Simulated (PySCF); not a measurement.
# C4H6Si: the cost of one run

Program: PySCF 2.14.0. Level of theory: levels as typed in each script, gas phase, geometry from GFN2-xTB. These are calculated values, not measurements.

### 1 Starting geometry

SMILES `[SiH2]1C=CC=C1`, 11 atoms, charge 0, spin multiplicity 1.

Bond lengths: Si1–C2 1.887 Å, Si1–C5 1.887 Å, Si1–H6 1.464 Å, Si1–H7 1.464 Å, C2–C3 1.338 Å, C2–H8 1.077 Å, C3–C4 1.457 Å, C3–H9 1.082 Å, C4–C5 1.338 Å, C4–H10 1.082 Å, C5–H11 1.077 Å. Angles: C2–Si1–C5 88.8°, C2–Si1–H6 113.5°, C2–Si1–H7 113.4°, C5–Si1–H6 113.4°, C5–Si1–H7 113.5°, H6–Si1–H7 112.3°, Si1–C2–C3 109.4°, Si1–C2–H8 128.3°, C3–C2–H8 122.3°, C2–C3–C4 116.2°, C2–C3–H9 124.3°, C4–C3–H9 119.5°, C3–C4–C5 116.2°, C3–C4–H10 119.5°, C5–C4–H10 124.3°, Si1–C5–C4 109.4°, Si1–C5–H11 128.3°, C4–C5–H11 122.3°.

Geometry (Å):

```mol
C4H6Si
  3D, bonds by distance, orders not assigned

 11 11  0  0  0  0  0  0  0  0999 V2000
    1.2407   -0.0001    0.0000 Si  0  0
   -0.1076    1.3197    0.0000 C   0  0
   -1.3080    0.7285    0.0001 C   0  0
   -1.3083   -0.7282   -0.0001 C   0  0
   -0.1081   -1.3197   -0.0001 C   0  0
    2.0557   -0.0013    1.2157 H   0  0
    2.0556    0.0003   -1.2159 H   0  0
    0.0063    2.3909    0.0002 H   0  0
   -2.2496    1.2612   -0.0002 H   0  0
   -2.2501   -1.2605    0.0003 H   0  0
    0.0054   -2.3910   -0.0003 H   0  0
  1  2  8  0
  2  3  8  0
  3  4  8  0
  4  5  8  0
  1  6  8  0
  1  7  8  0
  2  8  8  0
  3  9  8  0
  4 10  8  0
  5 11  8  0
  1  5  8  0
M  END
```

### 2 Response to an electric field (TPSS/def2-svpd)

The input, input.py:

```python
import numpy as np
from pyscf import gto, scf, dft
from pyscf.scf import atom_ks, atom_hf
from scipy.linalg import block_diag

def solve(mol, dm0=None, hcore=None):
    mf = (dft.UKS if mol.spin else dft.RKS)(mol, xc='tpss')
    mf.grids.level = 3
    mf = mf.density_fit(auxbasis='def2-universal-jkfit')
    mf.conv_tol, mf.max_cycle = 1e-8, 80
    if hcore is not None:
        mf.get_hcore = lambda *args: hcore
    mf.kernel(dm0)
    if not mf.converged:
        mf = mf.newton().run(mf.mo_coeff, mf.mo_occ, max_cycle=30)
    assert mf.converged, 'SCF not converged'
    return mf

mol = gto.M(atom='''
Si     1.24067    -0.00009     0.00003
C     -0.10763     1.31966     0.00000
C     -1.30804     0.72853     0.00012
C     -1.30831    -0.72817    -0.00010
C     -0.10812    -1.31975    -0.00005
H      2.05567    -0.00125     1.21570
H      2.05560     0.00035    -1.21587
H      0.00625     2.39092     0.00021
H     -2.24965     1.26116    -0.00021
H     -2.25012    -1.26046     0.00027
H      0.00537    -2.39105    -0.00027
''', basis='def2-svpd', charge=0, spin=0, verbose=4)
field = np.array([-0.004, -0.0, -0.0])  # atomic units
mol.set_common_orig(mol.atom_charges() @ mol.atom_coords() / mol.atom_charges().sum())
mf = solve(mol)
out = dict(dm0=mf.make_rdm1(), d0=mf.dip_moment(unit='AU'), e0=mf.e_tot)
for name, sign in (('p', 1), ('m', -1)):
    h = mf.get_hcore() + sign * np.einsum('x,xij->ij', field, mol.intor('int1e_r'))
    mi = solve(mol, mf.make_rdm1(), h)
    out.update({'dm' + name: mi.make_rdm1(), 'd' + name: mi.dip_moment(unit='AU'), 'e' + name: mi.e_tot})
# spherically averaged free atoms, for the promolecule
atm = atom_ks.get_atm_nrks(mol, xc='tpss')
pro = block_diag(*[(atm[a[0]][2] * atm[a[0]][3]) @ atm[a[0]][2].T for a in mol._atom])
np.savez('result.npz', pro=pro, **out)
```

Run with:

```console
> OMP_NUM_THREADS=1 python input.py
```

What time and memory should one allow on 1 thread of Arm Neoverse V1, shared host?

About 2 min, with a peak of 0.64 GiB.
